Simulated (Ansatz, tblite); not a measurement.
**GaMe2(acac) (C₇H₁₃GaO₂): which spin state is lowest**

Is the singlet the ground state of GaMe2(acac) (C₇H₁₃GaO₂)? Other spin states are computed and compared level by level.

The runs use Ansatz 0.2.0, Gaussian basis; level and basis change from run to run.

Levels to be run: triplet, at the geometry of the singlet (GFN1-xTB, GFN2-xTB, PBE0-D4/def2-TZVP, PBE-D4/def2-TZVP, r2SCAN-D4/def2-TZVP); the singlet's energies come from earlier runs.

## (1) The structure

The singlet was relaxed beforehand with r2SCAN-D4/def2-SVP.

23 atoms, charge 0, spin multiplicity 1.

Bond lengths: Ga1–C2 1.961 Å, Ga1–C6 1.960 Å, Ga1–O10 1.963 Å, Ga1–O16 1.964 Å, C2–H3 1.102 Å, C2–H4 1.102 Å, C2–H5 1.102 Å, C6–H7 1.101 Å, C6–H8 1.102 Å, C6–H9 1.102 Å, O10–C11 1.277 Å, C11–C12 1.502 Å, C11–C13 1.409 Å, C12–H17 1.097 Å, C12–H18 1.102 Å, C12–H19 1.102 Å, C13–C14 1.409 Å, C13–H20 1.091 Å and more. Angles: C2–Ga1–C6 131.5°, C2–Ga1–O10 106.7°, C2–Ga1–O16 106.2°, C6–Ga1–O10 106.4°, C6–Ga1–O16 106.9°, O10–Ga1–O16 92.0°, Ga1–C2–H3 110.2°, Ga1–C2–H4 111.8°, Ga1–C2–H5 111.2°, H3–C2–H4 108.0°, H3–C2–H5 107.9°, H4–C2–H5 107.6°, Ga1–C6–H7 110.2°, Ga1–C6–H8 111.8°, Ga1–C6–H9 111.1°, H7–C6–H8 108.0°, H7–C6–H9 107.9°, H8–C6–H9 107.6° and more.

## (2) Triplet at the fixed geometry, GFN1-xTB

Tight binding, by tblite at 300 K electronic temperature and without a spin-polarisation term:

```python
tblite.interface.Calculator('GFN1-xTB', numbers, positions, charge=0, uhf=2).singlepoint()
```

Energy -883.3914 eV; 0.027 s.

## (3) Triplet at the fixed geometry, GFN2-xTB

Tight binding, by tblite at 300 K electronic temperature and without a spin-polarisation term:

```python
tblite.interface.Calculator('GFN2-xTB', numbers, positions, charge=0, uhf=2).singlepoint()
```

Energy -840.1356 eV; 0.015 s.

## (4) Triplet at the fixed geometry, PBE0-D4/def2-TZVP

File in.yaml:

```yaml
crystal:
  periodic: [false, false, false]
  atoms:
    - {symbol: Ga, position_ang: [1.315687, -0.013043, 0.911789]}
    - {symbol: C, position_ang: [0.924151, -0.027505, 2.832833]}
    - {symbol: H, position_ang: [-0.162180, 0.045227, 3.000106]}
    - {symbol: H, position_ang: [1.406204, 0.814919, 3.354105]}
    - {symbol: H, position_ang: [1.278542, -0.958049, 3.304849]}
    - {symbol: C, position_ang: [3.013203, -0.010920, -0.068143]}
    - {symbol: H, position_ang: [2.828265, -0.096754, -1.150579]}
    - {symbol: H, position_ang: [3.661179, -0.848886, 0.234608]}
    - {symbol: H, position_ang: [3.571813, 0.922582, 0.107614]}
    - {symbol: O, position_ang: [0.217545, 1.410644, 0.123215]}
    - {symbol: C, position_ang: [-0.829016, 1.255964, -0.592074]}
    - {symbol: C, position_ang: [-1.484015, 2.529422, -1.046680]}
    - {symbol: C, position_ang: [-1.380284, 0.013333, -0.961745]}
    - {symbol: C, position_ang: [-0.848805, -1.239997, -0.598897]}
    - {symbol: C, position_ang: [-1.523577, -2.500254, -1.061445]}
    - {symbol: O, position_ang: [0.196612, -1.415251, 0.113159]}
    - {symbol: H, position_ang: [-2.381246, 2.356823, -1.654255]}
    - {symbol: H, position_ang: [-1.745989, 3.132785, -0.162974]}
    - {symbol: H, position_ang: [-0.754911, 3.120045, -1.623985]}
    - {symbol: H, position_ang: [-2.280809, 0.022152, -1.577395]}
    - {symbol: H, position_ang: [-2.396520, -2.310112, -1.698462]}
    - {symbol: H, position_ang: [-1.832299, -3.083826, -0.179220]}
    - {symbol: H, position_ang: [-0.793532, -3.119270, -1.606417]}
basis:
  gaussian: {orbitals: def2-TZVP, fitting: {mean_field: def2-universal-jkfit}}
magnetization: {spin_polarized: true, initial_magnetization: 2}
hamiltonian: {xc: pbe0, dispersion: d4}
scf: {omitted_lower_state_checks: [starts]}
output: {orbitals: {seedname: orbitals}}
```

The run is started by

```sh
> ansatz run in.yaml --threads 2 --pin off --events-out ev --progress --plain --max-ram 22528MiB --backend cuda --devices 0, --max-vram 18GiB
```

Standard output:

```text
Functional definition: PBE0
  name "PBE0"
  cite "Adamo & Barone, J. Chem. Phys. 110, 6158 (1999) doi:10.1063/1.478522"
  cite "Perdew, Burke & Ernzerhof, Phys. Rev. Lett. 77, 3865 (1996) doi:10.1103/PhysRevLett.77.3865"
  parent pbe
  parameter a = 0.25
  parameter kappa = 0.804
  parameter beta = 0.06672455060314922
  exchange = (1 - a)*pbe_x(kappa = kappa, mu = beta*pi^2/3) + a*exact_x
  correlation = pbe_c(beta = beta)
these checks for a lower state are left out or cut short: starts
1179 factors; integrals over basis functions are off by at most 8.7e-1 eV
mean field evaluation 1: about -63906.0177 eV, gradient 7.1e1 eV
mean field evaluation 2: about -63899.6844 eV, gradient 8.0e1 eV
mean field evaluation 4: about -63926.3870 eV, gradient 5.3e0 eV
mean field evaluation 8: about -63926.5043 eV, gradient 2.7e-1 eV
mean field evaluation 16: about -63926.5049 eV, gradient 1.3e-3 eV
mean field -63926.50494162 eV, -2349.2557256630 hartree, gradient 6.6e-5 eV, S^2 2.007760; 0 other end points of the search recorded, 0 dependent functions left out
reference -63926.50499059 eV, -2349.2557274626 hartree; 52, 50 occupied and 353, 355 virtual orbitals, 1179 factors
Total energy: -63927.03962289 eV, -2349.2753748375 hartree
Checks for a lower state left out: starts
```

Wall time 4.6 s (1 × H100 (card shared with other runs) with 2 threads of AMD EPYC 7R13, shared host); peak host memory 0.95 GiB.

From the report: HOMO -3.76 eV, LUMO -4.56 eV (over both spins; with the spin held, an empty level of the minority spin lies below the top filled one); ⟨S²⟩ 2.008 (pure: 2.00).

## (5) Triplet at the fixed geometry, PBE-D4/def2-TZVP

start.molden holds the orbitals of an earlier run on this state, given as this run's starting guess.

in.yaml: that of step 4 with these lines changed.

```diff
@@ -27,5 +27,5 @@
 basis:
-  gaussian: {orbitals: def2-TZVP, fitting: {mean_field: def2-universal-jkfit}}
+  gaussian: {orbitals: def2-TZVP, fitting: {mean_field: def2-universal-jkfit}, initial_orbitals: start.molden}
 magnetization: {spin_polarized: true, initial_magnetization: 2}
-hamiltonian: {xc: pbe0, dispersion: d4}
+hamiltonian: {xc: pbe, dispersion: d4}
 scf: {omitted_lower_state_checks: [starts]}
```

Same command.

Standard output:

```text
Functional definition: PBE
  name "PBE"
  cite "Perdew, Burke & Ernzerhof, Phys. Rev. Lett. 77, 3865 (1996) doi:10.1103/PhysRevLett.77.3865"
  parent pbe
  parameter kappa = 0.804
  parameter beta = 0.06672455060314922
  exchange = pbe_x(kappa = kappa, mu = beta*pi^2/3)
  correlation = pbe_c(beta = beta)
these checks for a lower state are left out or cut short: starts
1179 factors; integrals over basis functions are off by at most 8.7e-1 eV
mean field evaluation 1: about -63924.2367 eV, gradient 1.0e1 eV
mean field evaluation 2: about -63924.5170 eV, gradient 3.8e-1 eV
mean field evaluation 4: about -63924.5311 eV, gradient 5.3e-2 eV
mean field evaluation 8: about -63924.5312 eV, gradient 1.4e-5 eV
mean field -63924.53115181 eV, -2349.1831902255 hartree, gradient 1.4e-5 eV, S^2 2.003747; 0 other end points of the search recorded, 0 dependent functions left out
reference -63924.53121911 eV, -2349.1831926989 hartree; 52, 50 occupied and 353, 355 virtual orbitals, 1179 factors
Total energy: -63925.15179510 eV, -2349.2059984459 hartree
Checks for a lower state left out: starts
```

Run time: 3.3 s. Hardware: 1 × H100 (card shared with other runs) with 2 threads of AMD EPYC 7R13, shared host; peak host memory 0.92 GiB.

HOMO -2.62 eV, LUMO -5.33 eV (over both spins; with the spin held, an empty level of the minority spin lies below the top filled one); ⟨S²⟩ 2.004 (pure: 2.00).

## (6) Triplet at the fixed geometry, r2SCAN-D4/def2-TZVP

in.yaml: that of step 5 with these lines changed.

```diff
@@ -29,3 +29,3 @@
 magnetization: {spin_polarized: true, initial_magnetization: 2}
-hamiltonian: {xc: pbe, dispersion: d4}
+hamiltonian: {xc: r2scan, dispersion: d4}
 scf: {omitted_lower_state_checks: [starts]}
```

The command is unchanged.

Standard output:

```text
Functional definition: r2SCAN
  name "r2SCAN"
  cite "Furness, Kaplan, Ning, Perdew & Sun, J. Phys. Chem. Lett. 11, 8208 (2020) doi:10.1021/acs.jpclett.0c02405"
  cite "Furness, Kaplan, Ning, Perdew & Sun, J. Phys. Chem. Lett. 11, 9248 (2020) doi:10.1021/acs.jpclett.0c03077"
  parent r2scan
  parameter k0 = 0.174
  parameter k1 = 0.065
  parameter a1 = 4.9479
  exchange = r2scan_x(k0 = k0, k1 = k1, a1 = a1)
  correlation = r2scan_c
these checks for a lower state are left out or cut short: starts
1179 factors; integrals over basis functions are off by at most 8.7e-1 eV
mean field evaluation 1: about -63940.2770 eV, gradient 5.9e0 eV
mean field evaluation 2: about -63940.3744 eV, gradient 1.5e-1 eV
mean field evaluation 4: about -63940.3920 eV, gradient 6.6e-3 eV
mean field -63940.39199683 eV, -2349.7660655292 hartree, gradient 4.1e-5 eV, S^2 2.008691; 0 other end points of the search recorded, 0 dependent functions left out
reference -63940.39201865 eV, -2349.7660663310 hartree; 52, 50 occupied and 353, 355 virtual orbitals, 1179 factors
Total energy: -63940.56608450 eV, -2349.7724631332 hartree
Checks for a lower state left out: starts
```

Run time: 4.5 s. Hardware: 1 × H100 (card shared with other runs) with 2 threads of AMD EPYC 7R13, shared host; peak host memory 1 GiB.

Report: HOMO -2.93 eV, LUMO -5.17 eV (over both spins; with the spin held, an empty level of the minority spin lies below the top filled one); ⟨S²⟩ 2.009 (pure: 2.00).

## (7) Triplet less singlet, vertical

The singlet's energies are those of its earlier runs, whose logs aren't repeated here.

```tsv
level	triplet less singlet, vertical (eV)	time
GFN1-xTB	+3.212	0.045 s
GFN2-xTB	+3.058	0.028 s
PBE-D4/def2-TZVP	+2.955	6.4 s
r2SCAN-D4/def2-TZVP	+2.929	9 s
PBE0-D4/def2-TZVP	+3.031	7.7 s
```

Times add the two runs; a level without a time comes out of a correlated run. Tight binding without a spin term can't rank spin states.

## (8) What came out

| quantity | value |
| --- | --- |
| triplet less singlet, vertical, functionals in def2-TZVP | +2.929 (r2SCAN-D4) to +3.031 eV (PBE0-D4) |

All functionals put the triplet above the singlet, over a spread of 0.101 eV. The checks for a lower triplet were left out, so another state of that spin may lie lower. These are electronic energies, without zero-point motion, entropy or surroundings.
